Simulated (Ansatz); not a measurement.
# Ta3AsAu2O13: relaxation of cell and atoms with r2SCAN+D4

Ta3AsAu2O13:

```
CELL_PARAMETERS angstrom
5.88672 0.00000 0.00000
2.19986 5.91413 0.00000
1.85109 1.73865 7.56124
ATOMIC_POSITIONS crystal
Ta 0.39605 0.05000 0.58683
Ta 0.95891 0.61806 0.76348
Ta 0.06984 0.27356 0.18903
As 0.07072 0.88917 0.02743
Au 0.21939 0.67567 0.38144
Au 0.68925 0.45927 0.56874
O 0.16689 0.59518 0.16534
O 0.86104 0.11514 0.11677
O 0.26950 0.96377 0.83676
O 0.87527 0.82792 0.92000
O 0.70329 0.78261 0.54686
O 0.17528 0.40817 0.59350
O 0.27798 0.92640 0.17203
O 0.64612 0.14878 0.61595
O 0.14281 0.39538 0.93941
O 0.30048 0.17203 0.35732
O 0.19051 0.80386 0.59347
O 0.70787 0.47140 0.81379
O 0.77878 0.42364 0.31185
```

The cell was built by a generator and needn't be a form met in nature.

```json
{"Program": "Ansatz 0.2.0", "Task": "relaxation of cell and atoms", "Functional": "r2SCAN", "Dispersion": "D4", "Potentials or basis": "Ansatz PAW", "Cutoff": "500 eV (not typed: the program's choice for these potentials)", "k mesh": "4 × 4 × 3", "Occupations": "fermi-dirac, width 0.05 eV", "Spin": "no spin polarisation"}
```

```
Relaxed volume                         : 12.53 Å³/atom
Relaxed cell                           : a = 5.800 Å, b = 6.059 Å, c = 8.004 Å, α = 71.22°, β = 73.18°, γ = 65.39°
Space group after relaxing (to 0.05 Å) : P1 (No. 1)
Energy gained by relaxing              : 17.8 meV/atom
Ionic steps                            : 18
Pressure after relaxing                : 0.0 GPa
Largest force after relaxing           : 0.009 eV/Å
Band gap on the k mesh                 : 1.83 eV, indirect (least direct gap 1.94 eV)
```

Forces in eV/Å, atoms in the order of the input:
```
Ta   0.004  0.002 -0.002
Ta   0.002 -0.002 -0.002
Ta   0.002  0.003  0.000
As  -0.007 -0.002  0.005
Au  -0.001 -0.001  0.001
Au  -0.001 -0.002  0.002
O    0.002  0.002  0.000
O   -0.002  0.000  0.000
O    0.003 -0.001 -0.005
O    0.001  0.002  0.000
O    0.001  0.001  0.001
O    0.000  0.001  0.003
O    0.002  0.001  0.000
O   -0.002  0.004 -0.002
O   -0.001  0.000  0.000
O   -0.002 -0.002  0.000
O    0.001 -0.001 -0.001
O   -0.003 -0.003  0.000
O    0.000 -0.002 -0.001
```

The path:
```tsv
step	energy change (eV)	largest force (eV/Å)	volume (Å³)
1	0.0000	0.6688	263.24
2	-0.2032	0.5343	246.62
3	-0.2457	0.2503	249.38
4	-0.2632	0.1391	247.58
5	-0.2682	0.1781	245.30
6	-0.2751	0.1074	245.03
7	-0.2767	0.0666	244.85
8	-0.2793	0.0437	244.03
9	-0.3180	0.3501	238.69
10	-0.3386	0.2320	239.74
11	-0.3485	0.0956	238.96
12	-0.3520	0.0869	238.54
13	-0.3531	0.0580	238.27
14	-0.3533	0.0547	238.14
15	-0.3534	0.0154	238.14
16	-0.3535	0.0106	238.16
17	-0.3535	0.0091	238.15
18	-0.3376	0.0087	238.15
```

Final structure:
```
Ta As Au O
1.0
     5.79519    0.18135    0.14981
     2.34785    5.58445    0.12143
     2.06830    1.76251    7.52910
Ta As Au O
3 1 2 13
Cartesian
  3.5592 1.3473 4.4129
  8.4689 5.2485 5.9068
  1.5168 1.8981 1.3898
  2.4052 5.1059 0.3024
  3.7317 4.4953 2.9134
  6.3076 3.4618 4.6177
  2.6758 3.7112 1.3588
  5.4929 1.1495 1.1024
  5.4004 6.8896 6.4059
  8.7500 6.5926 7.3111
  7.0418 5.2508 4.2015
  3.2723 3.3642 4.5262
  4.2324 5.5314 1.3102
  5.4353 1.6477 4.9610
  3.7071 4.0375 7.0610
  3.0155 1.6280 2.6511
  4.3034 5.5940 4.5139
  6.9382 4.2324 6.3690
  6.1318 2.9441 2.6991
```

Levels at points of the mesh, in eV from the valence-band top:
```csv
k point,band 82,band 83,band 84,band 85,band 86,band 87,band 88,band 89
"(0.00, 0.00, 0.00)",-0.56,-0.48,-0.36,-0.09,1.96,2.11,3.79,4.20
"(0.00, -0.50, 0.00)",-0.61,-0.51,-0.31,-0.07,2.17,2.52,3.94,3.97
"(-0.50, 0.00, 0.00)",-0.54,-0.35,-0.27,0.00,2.02,2.14,3.91,4.19
"(-0.50, -0.50, 0.00)",-0.56,-0.42,-0.27,-0.07,2.17,2.47,3.60,4.24
```

Wall time 8.2 min on 8 threads of Arm Neoverse V2, on a shared host, peak memory 2.4 GiB.

Caveat: odd divisions of the mesh miss points on the zone boundary, where band edges often lie, so the gap on the mesh can be too wide; the plane-wave basis is chosen anew once the cell has moved, so the energies of steps on either side of that aren't comparable; spin-orbit coupling is left out, which moves the levels of the heavy elements; the PAW data sets come from PBE, with cores solved anew for the run's functional, which leaves a small shift of forces and pressure. r2SCAN opens gaps a little over a GGA but as a rule still falls short of measured ones.
